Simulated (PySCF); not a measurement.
# Ti: excitation energy in x2c-QZVPPall

Each state of titanium is computed at each level; their differences give the excitation energy. How far do the methods differ?

Method: unrestricted determinants in a Gaussian basis, no spin-orbit coupling in the energies. Code: PySCF 2.14.0.

## (1) The system

- Element: titanium (Z = 22)
- Basis: x2c-QZVPPall
- Hamiltonian: the spin-free X2C one-electron Hamiltonian (Gaussian nucleus)
- State 1: Ti: [Ar] 3d4, high-spin 5D determinant (an excited configuration)
- Needed too, but not shown: Ti [Ar] 3d2 4s2 (3F)
- Methods: CCSD(T)
- Core shells frozen in the correlated runs: valence and next inner shell: [Ne] (for Ti)

The outer shells:

Ti [Ar] 3d4
```
[Ar] core
3d [↑ ][↑ ][↑ ][↑ ][  ]
```

One driver process ran all states and methods and kept the integrals in memory. Each run is shown as a PySCF script that sums up its settings (the driver passes frozen orbitals as a list and adds second-order terms of double hybrids); the logs are those of the runs themselves. The driver starts from symmetry-adapted Hartree-Fock orbitals, holds the occupation by maximum overlap and uses a logarithmic radial grid for functionals, so a plain start would take other cycles.

The integrals over 96 functions and the set-up took 2.8 s of CPU time.

## (2) Ti [Ar] 3d4: CCSD(T) (valence and next inner shell)

**CCSD(T) (valence and next inner shell)**

Contents of input.py:

```python
from pyscf import gto, scf, dft, mp, cc
import basis_set_exchange as bse
mol = gto.M(atom="Ti 0 0 0", charge=0, spin=4, symmetry="D2h",
            basis=gto.basis.parse(bse.get_basis("x2c-QZVPPall", elements=["Ti"], fmt="nwchem")),
            nucmod="G")
mf = scf.UHF(mol).sfx2c1e()
mf.irrep_nelec = {'Ag': (4, 3), 'B1g': (1, 0), 'B2g': (1, 0), 'B3g': (1, 0), 'B1u': (2, 2), 'B2u': (2, 2), 'B3u': (2, 2)}
mf.kernel()
mycc = cc.CCSD(mf, frozen=5).run()
mycc.ccsd_t()
```

The log of the run:

```text
CC2 = 0
CCSD nocc = (np.int64(8), np.int64(4)), nmo = (91, 91)
frozen orbitals [[0, 1, 2, 3, 4], [0, 1, 2, 3, 4]]
max_cycle = 100
direct = 0
conv_tol = 1e-08
conv_tol_normt = 1e-06
diis_space = 8
diis_start_cycle = 0
Init t2, MP2 energy = -0.364310701450828
Init E_corr(UCCSD) = -0.364310701557138
cycle = 1  E_corr(UCCSD) = -0.361476556542504  dE = 0.00283414501  norm(t1,t2) = 0.0849338
cycle = 2  E_corr(UCCSD) = -0.370120681613097  dE = -0.00864412507  norm(t1,t2) = 0.0364912
cycle = 3  E_corr(UCCSD) = -0.369651045290857  dE = 0.000469636322  norm(t1,t2) = 0.0305857
cycle = 4  E_corr(UCCSD) = -0.36997900317323  dE = -0.000327957882  norm(t1,t2) = 0.0159613
cycle = 5  E_corr(UCCSD) = -0.370128913886408  dE = -0.000149910713  norm(t1,t2) = 0.0197847
cycle = 6  E_corr(UCCSD) = -0.370631680816002  dE = -0.00050276693  norm(t1,t2) = 0.00802014
cycle = 7  E_corr(UCCSD) = -0.370451973751651  dE = 0.000179707064  norm(t1,t2) = 0.00295012
cycle = 8  E_corr(UCCSD) = -0.370320945306444  dE = 0.000131028445  norm(t1,t2) = 0.00163231
cycle = 9  E_corr(UCCSD) = -0.370387232256025  dE = -6.62869496e-05  norm(t1,t2) = 0.000786832
cycle = 10  E_corr(UCCSD) = -0.370411210131511  dE = -2.39778755e-05  norm(t1,t2) = 0.000311911
cycle = 11  E_corr(UCCSD) = -0.370408692114356  dE = 2.51801716e-06  norm(t1,t2) = 0.000146427
cycle = 12  E_corr(UCCSD) = -0.370404504971827  dE = 4.18714253e-06  norm(t1,t2) = 4.90505e-05
cycle = 13  E_corr(UCCSD) = -0.370404884343453  dE = -3.79371626e-07  norm(t1,t2) = 2.76478e-05
cycle = 14  E_corr(UCCSD) = -0.370404139903882  dE = 7.44439571e-07  norm(t1,t2) = 1.20949e-05
cycle = 15  E_corr(UCCSD) = -0.370404406115725  dE = -2.66211842e-07  norm(t1,t2) = 7.74867e-06
cycle = 16  E_corr(UCCSD) = -0.370404324233681  dE = 8.18820433e-08  norm(t1,t2) = 5.21283e-06
cycle = 17  E_corr(UCCSD) = -0.370404270553116  dE = 5.36805652e-08  norm(t1,t2) = 3.52568e-06
cycle = 18  E_corr(UCCSD) = -0.370404278513617  dE = -7.96050098e-09  norm(t1,t2) = 1.60386e-06
cycle = 19  E_corr(UCCSD) = -0.370404295180915  dE = -1.66672974e-08  norm(t1,t2) = 1.16192e-06
cycle = 20  E_corr(UCCSD) = -0.370404287737216  dE = 7.44369871e-09  norm(t1,t2) = 3.42647e-07
UCCSD converged
E(UCCSD) = -852.9631642682066  E_corr = -0.3704042877372159
UCCSD(T) correction = -0.014595762729929
```

CPU time 2.1 min on a shared host, the integrals not counted.

CCSD correlation -0.37040 hartree, triples -0.01460; total -852.977760. T1 = 0.018, largest double amplitude 0.044.

## (3) Differences of total energies

Excitation energy: Ti [Ar] 3d2 4s2 (3F) → Ti [Ar] 3d4 (5D).

| method | value (eV) | less CCSD(T) (valence and next inner shell) (eV) |
| --- | --- | --- |
| UHF | 4.591 | +0.802 |
| MP2 (valence and next inner shell) | 3.288 | -0.501 |
| SCS-MP2 (valence and next inner shell) | 4.427 | +0.638 |
| CCSD (valence and next inner shell) | 3.872 | +0.083 |
| CCSD(T) (valence and next inner shell) | 3.789 | +0.000 |

The differences also use runs on Ti [Ar] 3d2 4s2 (3F), which are not shown here. The runs at UHF, MP2 (valence and next inner shell) are not shown; their differences are listed all the same.

## (4) Outcome

| quantity | value |
| --- | --- |
| excitation energy, Ti → [Ar] 3d4 | UHF 4.591, CCSD(T) (valence and next inner shell) 3.789 eV |

Each level's miss (mean over 1 difference):

| method | mean absolute miss against CCSD(T) (valence and next inner shell) (eV) |
| --- | --- |
| UHF | 0.802 |
| MP2 (valence and next inner shell) | 0.501 |
| SCS-MP2 (valence and next inner shell) | 0.638 |
| CCSD (valence and next inner shell) | 0.083 |
| CCSD(T) (valence and next inner shell) | 0.000 |

The methods span 1.303 eV, from MP2 (valence and next inner shell) (3.288) to UHF (4.591). No reference value is at hand in this session. All values hold for this basis alone; no basis-set limit was taken.
